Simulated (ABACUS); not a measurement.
Runs of ABACUS 3.10.1 on NaTb2Sc2FeO9. The typed cell holds 15 atoms: a = 5.426 Å, b = 5.433 Å, c = 7.038 Å, α = 89.91°, β = 89.97°, γ = 60.99°. The cell was built by a generator and needn't be a form met in nature.

```csv
level,gap on the mesh (eV),moment (μB),largest force (eV/Å)
PBEsol,0.80,3.00,0.14
AM05,0.76,3.00,(a)
RPBE,(c),3.00,0.26
LDA,0.69,3.00,(b)
```

Alike in all rows: task single point; potentials or basis PseudoDojo NC SR 0.4.1 PBE standard, lanthanides 3+ (f in core), DZP LCAO (the cutoffs set its grid); spin collinear, ferromagnetic start; cell as given; k mesh 6 × 6 × 4; cutoff (eV) 1361; smearing fermi-dirac 0.05 eV.

Q: Fill in the values left out.

A: (a) 0.17; (b) 0.25; (c) 0.87.

Caveats: the atomic orbitals were generated for these runs and aren't a published set; the magnetic or orbital state may not be the lowest; the potentials were made for another functional, which shifts forces and pressure; spin-orbit coupling is left out, which moves the levels of the heavy elements; the 4f electrons are frozen in the core as for a trivalent ion, so they carry no moment and show no levels; the basis of atomic orbitals isn't converged, which shifts pressures, moduli and gaps.

A k mesh can miss the band edges, and the runs leave out spin-orbit coupling on Tb.

Runs at the PBE level aren't shown here.
